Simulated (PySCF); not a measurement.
# C2H6N2Si2: the cost of one run

The runs use PySCF 2.14.0, with density-fitted response routines of our own; the level of theory stands in each step. All values are computed, except where a source is named. Atoms count from 0, in the outputs and in this text.

### Step 1. The molecule as given

12 atoms, charge 0, multiplicity 1; geometry from: PBE0-D3(BJ)/def2-SVP.

Bonds of the start (Å): N0–C1 1.16, C1–C2 1.45, C2–N3 1.26, N3–Si4 1.77, Si4–Si5 2.35, C2–H6 1.10, Si4–H7 1.49, Si4–H8 1.50, Si5–H9 1.49, Si5–H10 1.49, Si5–H11 1.49.

### Step 2. Nuclear shieldings: HF/pcSseg-1

The job: settings as JSON, then the geometry in Å.

```
{"job": {"kind": "nmr", "xc": "HF", "basis": "pcSseg-1", "pop": false}, "charge": 0, "multiplicity": 1}
N      2.143390     1.465022    -1.783963
C      1.956441     0.850635    -0.819210
C      1.700272     0.080660     0.388371
N      0.751670    -0.740801     0.538729
Si    -0.548398    -1.186061    -0.570873
Si    -2.442995    -0.074663     0.253540
H      2.418849     0.270845     1.205869
H     -0.699725    -2.664726    -0.467521
H     -0.270322    -0.806750    -1.993640
H     -2.639421    -0.413175     1.694554
H     -3.648409    -0.489826    -0.526815
H     -2.245205     1.399774     0.110526
```

Method: GIAO HF/pcSseg-1 NMR shielding, non-relativistic, gas phase.

Launch:

```
> OMP_NUM_THREADS=1 python probes_run.py task.json out
```

The driver reads the jobs from task.json and runs them one after another.

**Question.** How long does this first job take on 1 thread of Arm Neoverse N1, shared host, and how much memory does it need?

About 10 s, with a peak of 0.88 GiB.
